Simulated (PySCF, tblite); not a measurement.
**C₅H₁₀BFSi: geometry, infrared bands and NMR shifts**

Aim: predict the infrared bands and NMR shifts of C₅H₁₀BFSi (`F[C@H]1CBC/C1=C/[SiH3]`).

The runs use tblite 0.8.0 and PySCF 2.14.0, with density-fitted response routines of our own; the level of theory stands in each step. All values are computed, except where a source is named. Atoms count from 0, in the outputs and in this text.

### Step 1. The starting structure

18 atoms, charge 0, multiplicity 1; geometry from: force field or distance geometry start.

Bonds of the start (Å): F0–C1 1.36, C1–C2 1.51, C2–B3 1.61, B3–C4 1.59, C4–C5 1.50, C5–C6 1.32, C6–Si7 1.82, C5–C1 1.47, C1–H8 1.13, C2–H9 1.10, C2–H10 1.11, B3–H11 1.20, C4–H12 1.11, C4–H13 1.11, C6–H14 1.08, Si7–H15 1.46, Si7–H16 1.49, Si7–H17 1.45.

### Step 2. Optimising the geometry with GFN2-xTB

Job settings and geometry (Å):

```
{"job": {"kind": "relax", "xc": "GFN2-xTB", "basis": "xTB"}, "charge": 0, "multiplicity": 1}
F      0.527000     0.710300     1.822200
C     -0.407300     0.096400     1.049800
C     -1.542300     0.996900     0.608500
B     -2.299000     0.013400    -0.415600
C     -1.160500    -0.993200    -0.891200
C      0.060100    -0.397100    -0.251500
C      1.238200    -0.379200    -0.839300
Si     2.724200     0.335200    -0.060200
H     -0.908000    -0.767200     1.570300
H     -1.148000     1.854300     0.050600
H     -2.206700     1.283800     1.451000
H     -3.405000    -0.375800    -0.182700
H     -1.314200    -1.969800    -0.391100
H     -1.072800    -1.037700    -1.994300
H      1.328700    -0.808700    -1.829700
H      2.760800     0.226300     1.396700
H      3.879900    -0.466700    -0.547300
H      2.936000     1.685000    -0.557900
```

The run is started by

```
$ OMP_NUM_THREADS=1 python probes_run.py task.json out
```

The driver reads the jobs from task.json and runs them one after another.

**Question.** This job is followed by: GFN2-xTB harmonic vibrations, gas phase; GIAO PBE0/pcSseg-1 NMR shielding, non-relativistic, gas phase. What will the session give for the following? strongest single infrared mode (GFN2-xTB); zero-point energy (GFN2-xTB); ¹³C shifts against TMS (PBE0/pcSseg-1); ¹H shifts against TMS (PBE0/pcSseg-1, means over atoms taken as alike); ¹⁹F shifts against CFCl3 (PBE0/pcSseg-1); ¹¹B shifts against BF3·OEt2 (PBE0/pcSseg-1); ²⁹Si shifts against TMS (PBE0/pcSseg-1).

**Answer**, as computed:

| quantity | value |
| --- | --- |
| strongest single infrared mode (GFN2-xTB) | 2208 cm⁻¹, 402 km/mol |
| zero-point energy (GFN2-xTB) | 82.2 kcal/mol |
| ¹³C shifts against TMS (PBE0/pcSseg-1) | 172.0, 121.3, 102.2, 43.9, 43.9 ppm |
| ¹H shifts against TMS (PBE0/pcSseg-1, means over atoms taken as alike) | 8.27, 6.10, 6.02, 4.19, 2.89, 2.77, 2.37, 1.81 ppm |
| ¹⁹F shifts against CFCl3 (PBE0/pcSseg-1) | -206.7 ppm |
| ¹¹B shifts against BF3·OEt2 (PBE0/pcSseg-1) | 92.6 ppm |
| ²⁹Si shifts against TMS (PBE0/pcSseg-1) | -84.2 ppm |

Relaxing lowered the energy by 0.854 eV in 92 steps; the close pair that moved most is C6–Si7, from 1.824 to 1.883 Å. No mode is imaginary among the 48: a minimum at this level. The strongest single mode, at 2208 cm⁻¹, moves mainly H16. GFN2-xTB is a fitted tight-binding method: band positions and strengths are rough. Its intensities can rank the bands wrongly. At PBE0/pcSseg-1: Shielding is most anisotropic at C5 (span 221 ppm, paramagnetic term -252 ppm).
